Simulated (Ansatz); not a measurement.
## Al3Au: band structure with PBE

Al3Au:

```
CELL_PARAMETERS angstrom
-2.02533 2.02533 4.05660
2.02533 -2.02533 4.05660
2.02533 2.02533 -4.05660
ATOMIC_POSITIONS crystal
Au 0.00000 0.00000 0.00000
Al 0.50000 0.50000 0.00000
Al 0.25000 0.75000 0.50000
Al 0.75000 0.25000 0.50000
```

The cell comes from a database or a generator and needn't be the stable form of this composition.

```yaml
Program: Ansatz 0.2.0
Task: band structure
Functional: PBE
Potentials_or_basis: Ansatz PAW
Cutoff: "420 eV (not typed: the program's choice for these potentials)"
k_mesh: 5 × 5 × 5
Occupations: fermi-dirac, width 0.05 eV
Spin: no spin polarisation
Path: "[[\"G\", \"X\", \"Y\", \"S\", \"G\", \"Z\", \"S1\", \"N\", \"P\", \"Y1\", \"Z\"], [\"X\", \"P\"]]"
Points_for_each_segment_of_the_path: 14
```

* Pressure: 0.3 GPa
* Band gap on the k mesh: none (metal or under the smearing width)

Stress tensor (GPa, compression positive):
```
0.51 0.00 0.00
0.00 0.51 0.00
0.00 0.00 0.01
```

Levels at the corners of the path, in eV from the Fermi level:
| point | band 12 | band 13 | band 14 | band 15 | band 16 | band 17 |
| --- | --- | --- | --- | --- | --- | --- |
| Γ | 0.11 | 0.11 | 0.45 | 0.78 | 0.89 | 0.89 |
| X | -4.36 | -3.91 | -2.06 | -1.48 | 2.17 | 3.03 |
| Y | -4.50 | -3.70 | -0.70 | -0.30 | 2.74 | 3.34 |
| S | -4.63 | -0.66 | 0.88 | 1.48 | 2.76 | 2.85 |
| Γ | 0.11 | 0.11 | 0.45 | 0.78 | 0.89 | 0.89 |
| Z | -2.45 | -2.45 | -0.30 | 1.06 | 5.20 | 5.72 |
| S1 | -4.63 | -0.66 | 0.88 | 1.48 | 2.76 | 2.85 |
| N | -3.45 | -1.70 | 0.47 | 1.34 | 1.61 | 2.99 |
| P | -4.49 | -3.63 | -1.33 | -0.09 | 0.12 | 0.12 |
| Y1 | -4.50 | -3.70 | -0.70 | -0.30 | 2.74 | 3.34 |
| Z | -2.45 | -2.45 | -0.30 | 1.06 | 5.20 | 5.72 |
| X | -4.36 | -3.91 | -2.06 | -1.48 | 2.17 | 3.03 |
| P | -4.49 | -3.63 | -1.33 | -0.09 | 0.12 | 0.12 |

Run time: 3.6 s on 2 threads of Arm Neoverse V2, with other jobs on the host, peak memory 0.38 GiB.

Caveat: the k mesh is coarse (spacing up to 0.44 Å⁻¹), so the values aren't converged; spin-orbit coupling is left out, which moves the levels of the heavy elements.
